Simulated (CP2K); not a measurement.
Set up this calculation in CP2K 2026.2, as the native input.

```yaml
Task: work function
Functional: PBE
Potentials_or_basis: POTENTIAL_UZH Nb GTH-PBE-q13; DZVP-MOLOPT-PBE-GTH basis
Density_cutoff: 9184 eV
k_mesh: 8 × 8 × 1
Occupations: fermi-dirac, width 0.05 eV
Spin: no spin polarisation
SCF_solver: diagonalisation with k points
Quickstep_method: GPW
EPS_DEFAULT: 1.0E-10
EPS_SCF: 1.0E-6
MAX_SCF: 100
SCF_GUESS: ATOMIC
k_points_reduced_by_the_point_group: yes
Mesh_centred_on_Gamma: yes
CHOLESKY: OFF
EPS_EIGVAL: 1.0E-7
MIXING_METHOD: BROYDEN_MIXING
MIXING_ALPHA: 0.2
NBUFFER: 8
NGRIDS: 4
Basis_sets: Nb DZVP-MOLOPT-PBE-GTH-q13
Potentials: Nb GTH-PBE-q13 of POTENTIAL_UZH
ADDED_MOS: "[31]"
MPI_ranks: 4
REL_CUTOFF_Ry: 60 Ry
MIXING_BETA_1/bohr: 1.5 1/bohr
CUTOFF_of_the_grids: 675 Ry
```

Nb, a slab with vacuum:

```
Nb
1.0
     2.88205    0.00000    0.00000
    -0.96068    2.71722    0.00000
     0.00000    0.00000   24.41272
Nb
5
Direct
  0.50000 0.50000 0.30722
  0.00000 0.00000 0.40361
  0.50000 0.50000 0.50000
  0.00000 0.00000 0.59639
  0.50000 0.50000 0.69278
```

The slab is cut from a database's or a generator's crystal, which needn't be the stable form of the element.

These files were run (other wordings do the same):

nb_workfunction.inp

```
&GLOBAL
  PROJECT nb_workfunction
  RUN_TYPE ENERGY_FORCE
  PRINT_LEVEL LOW
&END GLOBAL
&FORCE_EVAL
  METHOD QS
  &DFT
    BASIS_SET_FILE_NAME BASIS_MOLOPT_UZH
    POTENTIAL_FILE_NAME POTENTIAL_UZH
    &MGRID
      CUTOFF 675
      REL_CUTOFF 60
      NGRIDS 4
    &END MGRID
    &QS
      METHOD GPW
      EPS_DEFAULT 1.0E-10
    &END QS
    &KPOINTS
      SCHEME MONKHORST-PACK 8 8 1
      GAMMA_CENTERED T
      SYMMETRY T
      SYMMETRY_BACKEND SPGLIB
    &END KPOINTS
    &SCF
      SCF_GUESS ATOMIC
      EPS_SCF 1.0E-6
      MAX_SCF 100
      ADDED_MOS 31
      CHOLESKY OFF
      EPS_EIGVAL 1.0E-7
      &DIAGONALIZATION ON
        ALGORITHM STANDARD
      &END DIAGONALIZATION
      &MIXING ON
        METHOD BROYDEN_MIXING
        ALPHA 0.2
        BETA 1.5
        NBUFFER 8
      &END MIXING
      &SMEAR ON
        METHOD FERMI_DIRAC
        ELECTRONIC_TEMPERATURE [K] 580.226
      &END SMEAR
    &END SCF
    &XC
      &XC_FUNCTIONAL PBE
      &END XC_FUNCTIONAL
    &END XC
    &PRINT
      &KPOINTS ON
      &END KPOINTS
      &MULLIKEN ON
      &END MULLIKEN
      &MO ON
        ENERGIES T
        OCCUPATION_NUMBERS T
        &EACH
          QS_SCF 0
        &END EACH
        ADD_LAST NUMERIC
      &END MO
      &LOWDIN ON
      &END LOWDIN
      &HIRSHFELD ON
        SHAPE_FUNCTION DENSITY
      &END HIRSHFELD
      &E_DENSITY_CUBE ON
        STRIDE 1
      &END E_DENSITY_CUBE
      &V_HARTREE_CUBE ON
        STRIDE 1
      &END V_HARTREE_CUBE
      &ELF_CUBE ON
        STRIDE 1
      &END ELF_CUBE
    &END PRINT
  &END DFT
  &SUBSYS
    &CELL
      A 2.8820459413 0.0000000000 0.0000000000
      B -0.9606819804 2.7172189717 0.0000000000
      C 0.0000000000 0.0000000000 24.4127226284
      PERIODIC XYZ
    &END CELL
    &COORD
      SCALED
      Nb  0.5000000000 0.5000000000 0.3072168604
      Nb  0.0000000000 0.0000000000 0.4036084302
      Nb  0.5000000000 0.5000000000 0.5000000000
      Nb  0.0000000000 0.0000000000 0.5963915698
      Nb  0.5000000000 0.5000000000 0.6927831396
    &END COORD
    &KIND Nb
      BASIS_SET DZVP-MOLOPT-PBE-GTH-q13
      POTENTIAL GTH-PBE-q13
    &END KIND
    &PRINT
      &ATOMIC_COORDINATES ON
      &END ATOMIC_COORDINATES
      &CELL ON
      &END CELL
    &END PRINT
  &END SUBSYS
  &PRINT
    &FORCES ON
    &END FORCES
  &END PRINT
&END FORCE_EVAL
```

Potentials or basis: POTENTIAL_UZH Nb GTH-PBE-q13; DZVP-MOLOPT-PBE-GTH basis.

The run is started by

```console
$ OMP_NUM_THREADS=1 mpirun -n 4 cp2k.psmp -i nb_workfunction.inp -o nb_workfunction.out
```

It gave:

```yaml
Largest_force: 0.396 eV/Å
Band_gap_on_the_k_mesh: none (metal or under the smearing width)
Work_function: 4.65 eV
Work_function_of_the_upper_face: 4.65 eV
Work_function_of_the_lower_face: 4.65 eV
```

Caveat: the basis of atomic orbitals isn't converged, which shifts pressures, moduli and gaps.

Wall time 55 s on 4 MPI ranks on Arm Neoverse V1, on a shared host.
